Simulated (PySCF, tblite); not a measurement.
# C₇H₁₂OSi₂: geometry, infrared bands and NMR shifts

What infrared bands and NMR shifts should C₇H₁₂OSi₂ (`C=CCC1=CC(=O)[SiH2][SiH2]C1`) show?

The runs use tblite 0.8.0 and PySCF 2.14.0, with density-fitted response routines of our own; the level of theory stands in each step. All values are computed, except where a source is named. Atoms count from 0, in the outputs and in this text.

## (1) The starting structure

22 atoms, charge 0, multiplicity 1; geometry from: force field or distance geometry start.

Bonds of the start (Å): C0–C1 1.34, C1–C2 1.48, C2–C3 1.53, C3–C4 1.30, C4–C5 1.44, C5–O6 1.27, C5–Si7 1.84, Si7–Si8 2.20, Si8–C9 1.83, C9–C3 1.45, C0–H10 1.09, C0–H11 1.08, C1–H12 1.09, C2–H13 1.08, C2–H14 1.13, C4–H15 1.11, Si7–H16 1.47, Si7–H17 1.46, Si8–H18 1.50, Si8–H19 1.48, C9–H20 1.12, C9–H21 1.12.

## (2) Geometry optimisation with GFN2-xTB

Job settings and geometry (Å):

```
{"job": {"kind": "relax", "xc": "GFN2-xTB", "basis": "xTB"}, "charge": 0, "multiplicity": 1}
C      3.336500     0.744800     0.314000
C      2.385600     0.096500    -0.379000
C      1.588700    -1.015300     0.197800
C      0.093100    -0.685800     0.160700
C     -0.639300    -1.522600    -0.516000
C     -2.065300    -1.407800    -0.684600
O     -2.840000    -2.404700    -0.542300
Si    -2.750800     0.243300    -1.100700
Si    -1.643500     1.557300     0.267500
C     -0.329100     0.473300     0.927000
H      3.561800     0.506800     1.358200
H      3.866800     1.542500    -0.188700
H      2.184000     0.371900    -1.409800
H      1.822800    -1.964800    -0.263500
H      1.874000    -1.040800     1.286300
H     -0.144800    -2.380600    -1.012200
H     -4.163700     0.210500    -0.680200
H     -2.566800     0.527000    -2.519600
H     -2.477800     1.996800     1.432300
H     -1.122100     2.772100    -0.404600
H     -0.551100     0.266900     2.003500
H      0.570400     1.131900     0.951300
```

Run with:

```bash
$ OMP_NUM_THREADS=1 python probes_run.py task.json out
```

One launch serves the whole session: the jobs run in the order shown.

**Question.** This job is followed by: GFN2-xTB harmonic vibrations, gas phase; GIAO PBE0/pcSseg-1 NMR shielding, non-relativistic, gas phase. Predict these results of the whole session: strongest single infrared mode (GFN2-xTB); zero-point energy (GFN2-xTB); 13C shifts against TMS (PBE0/pcSseg-1); 1H shifts against TMS (PBE0/pcSseg-1, means over atoms taken as alike); 17O shifts against H2O (PBE0/pcSseg-1); 29Si shifts against TMS (PBE0/pcSseg-1).

As calculated:

| quantity | value |
| --- | --- |
| strongest single infrared mode (GFN2-xTB) | 2207 cm⁻¹, 534 km/mol |
| zero-point energy (GFN2-xTB) | 100.7 kcal/mol |
| 13C shifts against TMS (PBE0/pcSseg-1) | 230.0, 164.6, 144.0, 136.8, 125.9, 54.2, 15.5 ppm |
| 1H shifts against TMS (PBE0/pcSseg-1, means over atoms taken as alike) | 6.08, 5.89, 5.63, 5.54, 4.06, 3.93, 3.07, 1.88 ppm |
| 17O shifts against H2O (PBE0/pcSseg-1) | 841.3 ppm |
| 29Si shifts against TMS (PBE0/pcSseg-1) | -82.2, -101.0 ppm |

What this shows: Relaxing lowered the energy by 0.868 eV in 131 steps; the close pair that moved most is Si7–Si8, from 2.197 to 2.306 Å. No mode is imaginary among the 60: a minimum at this level. The strongest single mode, at 2207 cm⁻¹, moves mainly H17 and H19. Unscaled tight-binding wavenumbers are off by several per cent, some by more. Its intensities can rank the bands wrongly. The most deshielded hydrogen is H15 (hydrogen on an α carbon of a C=C–C=O unit), at 6.08 ppm: attached to an sp2 carbon and in the plane of the double bond. At PBE0/pcSseg-1: Shielding is most anisotropic at O6 (span 1787 ppm, paramagnetic term -901 ppm).
